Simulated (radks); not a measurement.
**Excited configurations of Pr³¹⁺**

An exercise on one series of results from a longer session: the logs are not shown, and one member is left open.

Program: radks (a radial shooting solver on a logarithmic mesh, Libxc functionals) version 1. Level of theory: scalar-relativistic Kohn-Sham, PBEsol, spin-polarised, spherical densities, finite nucleus; open shells are filled with parallel spins first. These are calculated values, not measurements, unless marked.

### The system

- element: praseodymium (Z = 59)
- charge: +31
- electrons: 28
- configuration: [Ar] 3d10
- nuclear rms radius: 4.8919 fm

Outer shells as boxes (Hund's rule):

Pr³¹⁺
```
[Ar] core
3d [↑↓][↑↓][↑↓][↑↓][↑↓]
```

Set-up of the first run:

Input:

```text
Z 59
configuration [Ar] 3d10
relativity scalar-relativistic
functional pbe_sol,pbe_sol
spin polarised
nucleus finite rms 4.8919 fm
c 137.035999084
```

Among the steps run: Ground configuration: [Ar] 3d10.

One of the session's tables, all rows but one given; the rest of the session is left out.

It belongs to the step «Ground configuration: [Ar] 3d10». From the orbitals of this run (lengths in bohr):

```
level      <r>  outermost maximum (interpolated)  90 % within  nodes
   1s  0.02410                            0.0154       0.0435      0
   2s   0.1029                            0.0872        0.159      1
   2p  0.09031                            0.0702        0.147      0
   3s        ?                                 ?            ?      ?
   3p   0.2643                             0.241        0.394      1
   3d   0.2395                             0.197        0.372      0
```

Q: Estimate the row for 3s from the others.

As computed: <r>: 0.2675; outermost maximum (interpolated): 0.247; 90 % within: 0.391; nodes: 2. In the column «<r>» it is the highest.

Caveats from the session: Open shells are spherical and high-spin; term and fine-structure splittings are not resolved.
